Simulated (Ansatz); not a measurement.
# CH₈AlCl₂NSi: a ladder of functionals and wavefunction methods

The task here is to estimate one member of a computed series from the others.

Computed with Ansatz 0.2.0, Gaussian basis. Level: functionals in def2-TZVPP, the program's frozen cores in correlated methods.

The runs, in order: LDA (SPW92), PBE-D4, revPBE-D4, BLYP-D4, r2SCAN-D4, B97M-V, PBE0-D4, B3LYP-D4, r2SCANh-D4, r2SCAN0-D4, HSE06-D4, BHLYP-D4, CAM-B3LYP-D4, LC-ωPBE, ωB97X-V, ωB97M-V, B2PLYP, PBE-QIDH; CCSD(T)/def2-SVP; MP2/def2-TZVPP; MP2/def2-QZVPP; RPA on PBE.

**The geometry**

All runs share one geometry, relaxed beforehand with PBE0-D4 in a triple-zeta def2 set.

14 atoms, charge 0, spin multiplicity 1.

Atoms are counted from 1 here; the program's logs count them from 0.

Bond lengths: C1–Al2 1.946 Å, C1–H7 1.094 Å, C1–H8 1.094 Å, C1–H9 1.094 Å, Al2–Cl3 2.139 Å, Al2–Cl4 2.137 Å, Al2–N5 2.032 Å, N5–Si6 1.794 Å, N5–H10 1.018 Å, N5–H11 1.019 Å, Si6–H12 1.476 Å, Si6–H13 1.483 Å, Si6–H14 1.477 Å. Angles: Al2–C1–H7 113.0°, Al2–C1–H8 109.4°, Al2–C1–H9 112.4°, H7–C1–H8 106.7°, H7–C1–H9 108.2°, H8–C1–H9 106.8°, C1–Al2–Cl3 117.3°, C1–Al2–Cl4 117.1°, C1–Al2–N5 107.9°, Cl3–Al2–Cl4 114.2°, Cl3–Al2–N5 97.5°, Cl4–Al2–N5 98.4°, Al2–N5–Si6 115.7°, Al2–N5–H10 106.3°, Al2–N5–H11 102.9°, Si6–N5–H10 112.6°, Si6–N5–H11 111.9°, H10–N5–H11 106.5° and more.

Set-up of the first run:

File in.yaml:

```yaml
crystal:
  periodic: [false, false, false]
  atoms:
    - {symbol: C, position_ang: [0.430461, 1.334282, -1.367538]}
    - {symbol: Al, position_ang: [-0.436033, -0.404562, -1.255275]}
    - {symbol: Cl, position_ang: [0.735535, -2.118912, -1.769165]}
    - {symbol: Cl, position_ang: [-2.476864, -0.518247, -1.879629]}
    - {symbol: N, position_ang: [-0.702609, -0.844886, 0.710637]}
    - {symbol: Si, position_ang: [0.518297, -0.162466, 1.834859]}
    - {symbol: H, position_ang: [1.427053, 1.345751, -0.915714]}
    - {symbol: H, position_ang: [0.559497, 1.608925, -2.419076]}
    - {symbol: H, position_ang: [-0.163776, 2.127240, -0.903449]}
    - {symbol: H, position_ang: [-1.651678, -0.558267, 0.941815]}
    - {symbol: H, position_ang: [-0.697969, -1.863732, 0.718172]}
    - {symbol: H, position_ang: [1.843599, -0.470782, 1.263122]}
    - {symbol: H, position_ang: [0.353199, -0.791775, 3.167071]}
    - {symbol: H, position_ang: [0.248589, 1.288132, 1.902969]}
basis:
  gaussian: {orbitals: def2-TZVPP}
hamiltonian: {xc: lda}
output: {orbitals: {seedname: orbitals}}
```

On the command line:

```console
$ ansatz run in.yaml --threads 4 --pin off --events-out ev --progress --plain --max-ram 11315MiB
```

Steps of the session up to this table: LDA; PBE-D4 (GGA); revPBE-D4 (GGA); BLYP-D4 (GGA); r2SCAN-D4 (meta-GGA); B97M-V (meta-GGA); PBE0-D4 (hybrid); B3LYP-D4 (hybrid); r2SCANh-D4 (hybrid); r2SCAN0-D4 (hybrid); HSE06-D4 (hybrid); BHLYP-D4 (hybrid); CAM-B3LYP-D4 (range-separated); LC-ωPBE (range-separated); ωB97X-V (range-separated); ωB97M-V (range-separated); B2PLYP (double hybrid); PBE-QIDH (double hybrid).

One table of the session follows, with a row left open; its other results are not shown here.

It belongs to the step «Frontier levels by functional». 

```
  functional  HOMO (eV)  gap (eV)
 LDA (SPW92)      -6.78      4.85
      PBE-D4      -6.64      4.94
   revPBE-D4      -6.58      4.99
     BLYP-D4      -6.49      4.90
   r2SCAN-D4          ?         ?
      B97M-V      -7.03      5.44
     PBE0-D4      -7.95      7.08
    B3LYP-D4      -7.70      6.60
  r2SCANh-D4      -7.42      6.41
  r2SCAN0-D4      -8.15      7.54
    HSE06-D4      -7.54      6.30
    BHLYP-D4      -9.15      9.07
CAM-B3LYP-D4      -9.31      9.37
     LC-ωPBE     -10.70     11.97
     ωB97X-V     -10.34     11.42
     ωB97M-V     -10.17     10.91
```

Estimate the missing values for r2SCAN-D4.

Worked estimate for «HOMO (eV)». Against the share of exact exchange, r2SCANh-D4 (0.1, -7.42), r2SCAN0-D4 (0.25, -8.15) give a slope of -4.87 per unit share; at 0 the line stands at -6.93.

The run gave: HOMO (eV): -6.94; gap (eV): 5.65. In «HOMO (eV)» the line misses by +0.01.
